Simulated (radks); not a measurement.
# Nuclear size and the levels of Mo

An exercise on one series of results from a longer session: the logs are not shown, and one member is left open.

The numbers are computed with radks (a radial shooting solver on a logarithmic mesh, Libxc functionals) version 1 (Dirac Kohn-Sham, exchange-only LDA, spin-unpolarised, spherical densities, finite nucleus; open shells fill j = l - 1/2 first), except any that are marked as measured or tabulated.

### The atom as given

```
element            : molybdenum (Z = 42)
charge             : 0
electrons          : 42
configuration      : [Kr] 4d5 5s1
nuclear rms radius : 4.4091 fm
```

The first run:

Input:

```text
Z 42
configuration [Kr] 4d5 5s1 5p0 6s0
relativity Dirac
functional lda,
spin unpolarised
j_filling energy
nucleus finite rms 4.4091 fm
c 137.035999084
```

Steps of the session up to this table: rms radius 4.4091 fm.

One table of the session follows, with a row left open; its other results are not shown here.

Sizes of the orbitals, from the radial functions (bohr):

```
level    <r>  outermost maximum (interpolated)  90 % within  nodes
4s1/2  1.107                             0.988         1.62      3
4p1/2      ?                                 ?            ?      ?
4p3/2  1.249                              1.08         1.86      2
5s1/2  3.648                              2.96         5.54      4
4d3/2  2.027                              1.39         3.41      1
4d5/2  2.064                              1.40         3.48      1
5p1/2  5.699                              4.18         9.17      3
5p3/2  5.954                              4.34         9.61      3
```

Estimate the missing values for 4p1/2.

The run gave: <r>: 1.217; outermost maximum (interpolated): 1.05; 90 % within: 1.81; nodes: 2. In the column «<r>» it lies between 4s1/2 (1.107) and 4p3/2 (1.249).
